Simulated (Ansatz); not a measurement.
# GeSi: the cost of one run

Computed with the Python package of Ansatz 0.2.0. The levels of theory stand in the script.

## Step 1: The system

Bond lengths: Si1–Ge2 2.375 Å.

The script holds or builds the structure itself.

## Step 2: The script

gesi_x2c.py reads:

```python
# -*- coding: utf-8 -*-
import ansatz as az
from ase import Atoms
import numpy as np

XC = "PBE0"
CHARGE = 1

atoms = Atoms(["Si", "Ge"], positions=[
    (0.0, 0.0, 0.0),
    (0.0, 0.0, 2.375),
])
system = az.Crystal.molecule_from_ase(atoms)

calculation = (
    system.calculation()
    .functional(XC)
    .charge(CHARGE)
    .spin("collinear", total=3)
    .forces()
)
sets = {"none": "cc-pVTZ", "scalar": "cc-pVTZ-DK"}
found = {kind: calculation.basis(gaussian=basis).pseudopotentials(relativity=kind).run(threads=1, pin="off").report for kind, basis in sets.items()}
for kind, each in found.items():
    dipole = 4.803205 * np.linalg.norm(each["charge_distribution"]["dipole_moment_e_ang"])
    print(f"{kind:7s} E = {each['free_energy_ev']:.4f} eV  dipole {dipole:.3f} D  largest force component {np.abs(each['forces_ev_ang']).max():.4f} eV/A")
print(f"relativity lowers the total energy by {found['none']['free_energy_ev'] - found['scalar']['free_energy_ev']:.3f} eV")
```

## Step 3: What the engine is handed

The package turns the script's settings into the engine's input (first run):

```yaml
crystal:
  periodic: [false, false, false]
  atoms:
    - { symbol: Si, position_ang: [0.0, 0.0, 0.0] }
    - { symbol: Ge, position_ang: [0.0, 0.0, 2.375] }
basis:
  gaussian:
    orbitals: cc-pVTZ
hamiltonian:
  xc: pbe0
  pseudopotentials:
    relativity: none
magnetization:
  spin_polarized: true
  initial_magnetization: 3.0
total_charge: 1.0
output:
  forces: true
```

## Step 4: Launch

On the command line:

```
python gesi_x2c.py
```

Q: Estimate wall time and peak memory on 1 thread of Arm Neoverse V1, shared host.

About 7.3 s, with a peak of 0.22 GiB.
